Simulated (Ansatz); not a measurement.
# H₂InOS−: one structure at several levels

One table from this session's results is given with a row withheld; the runs are named, their logs left out.

Method: single points in def2-TZVPPD; program: Ansatz 0.2.0, Gaussian basis.

Cores are frozen in the correlated methods. Filled d shells of the heavier atoms are correlated. Core potentials replace the inner electrons past krypton, and spin-orbit coupling is left out. B3LYP uses VWN-RPA correlation.

### Starting geometry

SMILES `[O-][InH][SH]`, 5 atoms, charge -1, spin multiplicity 1.

Atoms are counted from 1 here; the program's logs count them from 0.

Bond lengths: O1–In2 1.845 Å, In2–S3 2.580 Å, In2–H4 2.079 Å, S3–H5 1.544 Å. Angles: O1–In2–S3 113.2°, O1–In2–H4 143.1°, S3–In2–H4 100.4°, In2–S3–H5 77.9°.

Coordinates:

| atom | x (Å) | y (Å) | z (Å) |
| --- | --- | --- | --- |
| O1 | -1.30410 | -0.95920 | 1.31450 |
| In2 | -0.67700 | -0.27460 | -0.27960 |
| S3 | 1.70100 | 0.70970 | -0.09810 |
| H4 | -1.28490 | 0.54700 | -2.09010 |
| H5 | 1.51710 | 0.05300 | 1.28660 |

The first run:

The input, run/in.yaml:

```yaml
crystal:
  periodic: [false, false, false]
  atoms:
    - {symbol: O, position_ang: [-1.304100, -0.959200, 1.314500]}
    - {symbol: In, position_ang: [-0.677000, -0.274600, -0.279600]}
    - {symbol: S, position_ang: [1.701000, 0.709700, -0.098100]}
    - {symbol: H, position_ang: [-1.284900, 0.547000, -2.090100]}
    - {symbol: H, position_ang: [1.517100, 0.053000, 1.286600]}
basis:
  gaussian: {orbitals: "def2-TZVPPD.json"}
total_charge: -1
correlation: {method: ccsd_t}
output: {forces: true}
```

The basis file named in the input lies beside it (Basis Set Exchange, JSON).

The command line of these runs was not kept.

Steps of the session up to this table: CCSD(T)/def2-TZVPPD; PBE0-D4/def2-TZVPPD; wB97M-V/def2-TZVPPD; r2SCAN-D4/def2-TZVPPD; PBE-D4/def2-TZVPPD; B3LYP-D4/def2-TZVPPD; BHLYP-D4/def2-TZVPPD.

One of the session's tables, all rows but one given; the rest of the session is left out.

```
   method  RMS force component (eV/Å)  angle to CCSD(T) forces (°)
  CCSD(T)                       1.621                    reference
  PBE0-D4                       1.527                          6.7
  wB97M-V                       1.582                          6.5
r2SCAN-D4                       1.537                          4.0
   PBE-D4                       1.499                          4.4
 B3LYP-D4                       1.528                          4.0
 BHLYP-D4                           ?                            ?
```

**Question.** Estimate the row for BHLYP-D4.

The run gave: RMS force component (eV/Å): 1.587; angle to CCSD(T) forces (°): 10.2. In the column «RMS force component (eV/Å)» it lies between wB97M-V (1.582) and CCSD(T) (1.621).
